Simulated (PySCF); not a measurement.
**[SmCl3(NH3)]−: other functionals and bases at one geometry**

Aim: see how levels, charges and forces of [SmCl3(NH3)]− depend on the level of theory. The structure is generated, not taken from experiment.

Method: several levels, as the steps say, no spin–orbit coupling; program: PySCF 2.14.0.

1 further run of the same task is left out (for a known fault of the program).

### 1 Starting geometry

8 atoms, charge -1, spin multiplicity 1.

Bond lengths: Sm1–Cl2 2.755 Å, Sm1–Cl3 2.755 Å, Sm1–Cl4 2.755 Å, Sm1–N5 2.705 Å, N5–H6 1.019 Å, N5–H7 1.019 Å, N5–H8 1.019 Å. Angles: Cl2–Sm1–Cl3 119.9°, Cl2–Sm1–Cl4 119.9°, Cl2–Sm1–N5 91.7°, Cl3–Sm1–Cl4 119.9°, Cl3–Sm1–N5 91.7°, Cl4–Sm1–N5 91.7°, Sm1–N5–H6 111.2°, Sm1–N5–H7 111.2°, Sm1–N5–H8 111.2°, H6–N5–H7 107.7°, H6–N5–H8 107.7°, H7–N5–H8 107.7°.

Geometry (Å):

```xyz
8

Sm    0.0682   -0.0682    0.0682
Cl    1.2389    2.1337    1.2389
Cl   -2.1337   -1.2389    1.2389
Cl    1.2389   -1.2389   -2.1337
N    -1.4933    1.4933   -1.4933
H    -2.0938    2.0938   -0.9305
H    -0.9305    2.0938   -2.0938
H    -2.0938    0.9305   -2.0938
```

Formal oxidation states: Sm +2. Each metal's 6 4f electrons lie in its core potential, so multiplicities, spins and levels count the valence alone. An earlier session relaxed this geometry at PBE0, Sm lcecp-0-SVP with ECP52, Cl def2-SVP, N def2-SVP, H def2-SVP (singlet, point group C3v).

At PBE0 on the finer grid: E = -1465.366573 Eh, frontier levels not given, since the 4f levels lie in the core, Mulliken charge on Sm1 +0.41 e, largest force component 0.003 eV/Å. 

Levels to run: TPSSh; M06-L; PBE0, TZVP. Hardware: 2 threads of Arm Neoverse V1, shared host.

### 2 TPSSh

The input, run.py (the lines that set the calculation):

```python
mol = gto.M(atom='''
Sm     0.06820    -0.06820     0.06820
Cl     1.23888     2.13371     1.23888
Cl    -2.13371    -1.23888     1.23888
Cl     1.23888    -1.23888    -2.13371
N     -1.49329     1.49329    -1.49329
H     -2.09382     2.09382    -0.93054
H     -0.93054     2.09382    -2.09382
H     -2.09382     0.93054    -2.09382''',
    basis={'Sm': 'lcecp-0-SVP', 'Cl': 'def2-SVP', 'N': 'def2-SVP', 'H': 'def2-SVP'},
    ecp={'Sm': 'lcecp-0-SVP'},
    charge=-1, spin=0)
mf = dft.RKS(mol, xc='TPSSH')
mf.grids.atom_grid = (75, 302)  # f atoms: unpruned, at least (60, 302)
mf = mf.density_fit()  # fitting sets: Sm AutoAux, Cl def2-universal-JKFIT, N def2-universal-JKFIT, H def2-universal-JKFIT
mf.conv_tol = 1e-08; mf.max_cycle = 55
mf.kernel(dm0)  # dm0: the density of the relaxed state
```

On the command line:

```sh
OMP_NUM_THREADS=2 python run.py
```

### 3 M06-L

run.py (the lines that set the calculation): that of step 2 with these lines changed.

```diff
@@ -12,3 +12,3 @@
     charge=-1, spin=0)
-mf = dft.RKS(mol, xc='TPSSH')
+mf = dft.RKS(mol, xc='M06L')
 mf.grids.atom_grid = (75, 302)  # f atoms: unpruned, at least (60, 302)
```

### 4 PBE0, TZVP

Basis: Sm lcecp-0-TZVP with ECP52, Cl def2-TZVP, N def2-TZVP, H def2-TZVP. 

run.py (the lines that set the calculation): that of step 3 with these lines changed.

```diff
@@ -9,6 +9,6 @@
 H     -2.09382     0.93054    -2.09382''',
-    basis={'Sm': 'lcecp-0-SVP', 'Cl': 'def2-SVP', 'N': 'def2-SVP', 'H': 'def2-SVP'},
-    ecp={'Sm': 'lcecp-0-SVP'},
+    basis={'Sm': 'lcecp-0-TZVP', 'Cl': 'def2-TZVP', 'N': 'def2-TZVP', 'H': 'def2-TZVP'},
+    ecp={'Sm': 'lcecp-0-TZVP'},
     charge=-1, spin=0)
-mf = dft.RKS(mol, xc='M06L')
+mf = dft.RKS(mol, xc='PBE0')
 mf.grids.atom_grid = (75, 302)  # f atoms: unpruned, at least (60, 302)
@@ -16,2 +16,2 @@
 mf.conv_tol = 1e-08; mf.max_cycle = 55
-mf.kernel(dm0)  # dm0: the density of the relaxed state
+mf.kernel(dm0)  # dm0: free metal ions and neutral atoms
```

Before running it: what results should come out? Wanted: for each run, charge on Sm1; dipole; largest force.

**Answer**, as computed:

| level | state | charge on Sm1 (e) | dipole (D) | largest force (eV/Å) | basis functions | time |
| --- | --- | --- | --- | --- | --- | --- |
| PBE0 (relaxed here) | singlet | 0.41 | 4.37 | 0.00 | 114 | 24 s |
| TPSSh | singlet | 0.40 | 4.34 | 0.11 | 114 | 12 s |
| M06-L | singlet | 0.63 | 4.21 | 0.12 | 114 | 12 s |
| PBE0, TZVP | singlet | 1.03 | 4.10 | 0.22 | 207 | 23 s |

Times are on 2 threads of Arm Neoverse V1, shared host; the first row also made further properties. The dipole of a charged species depends on the origin, so these sizes hold for this origin alone.

The largest leftover force, 0.22 eV/Å with PBE0, TZVP, stands at a geometry relaxed at another level. The Mulliken charge on Sm spans +0.40 to +1.03 e over the levels. With 4f in the core, its levels are missing from HOMO and gap. Total energies of different levels can't be compared. Spin–orbit coupling is left out throughout.
